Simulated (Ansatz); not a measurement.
# Si2S: the cost of one run

Computed with Ansatz 0.2.0 (DFT PBE, scalar-relativistic, plane waves, PAW, unless a step's input says otherwise).

**1. The system as given**

It takes space group P4/mmm (No. 123, tetragonal). The conventional cell has a = 3.151 Å, b = 3.151 Å, c = 4.456 Å, α = 90.00°, β = 90.00°, γ = 90.00°. Si (site symmetry 4/mmm) has 2 S at 2.23 Å as nearest neighbours. Si (site symmetry 4/mmm) has 4 S at 2.23 Å as nearest neighbours. S (site symmetry 4/mmm) is surrounded by 6 Si at 2.23 Å.

Structure file:

```
CELL_PARAMETERS angstrom
3.15063 0.00000 0.00000
0.00000 3.15063 0.00000
0.00000 0.00000 4.45566
ATOMIC_POSITIONS crystal
Si 0.00000 0.00000 0.00000
Si 0.50000 0.50000 0.50000
S 0.00000 0.00000 0.50000
```

A structure generator made this guess: ordered vacancies on the anion sites of rock salt (P4/mmm, No. 123). Its size is a rough estimate.

**2. Probe: one point on a coarse mesh**

input.yaml reads:

```yaml
crystal:
  lattice:
    - [3.1506265, 0.0, 0.0]
    - [0.0, 3.1506265, 0.0]
    - [0.0, 0.0, 4.45565873]
  atoms:
    - { symbol: Si, position: [0.0, 0.0, 0.0] }
    - { symbol: Si, position: [0.5, 0.5, 0.5] }
    - { symbol: S, position: [0.0, 0.0, 0.5] }
basis:
  ecutwfc: 420
kpoints:
  mp_grid: { grid: [6, 6, 4] }
hamiltonian:
  xc: pbe
scf:
  occupations: { method: gaussian, width: 0.1 }
  lower_state_search: "off"
output:
  forces: true
  stress: true
  eigenvalues: true
```

On the command line:

```sh
$ ansatz run input.yaml --threads 1 --pin off --max-ram 2048MiB --backend cpu --events-out ev --progress --plain --runs-dir out
```

Q: Estimate wall time and peak memory on 1 thread of Arm Neoverse V1, shared host.

About 1.7 s, with a peak of 0.28 GiB.
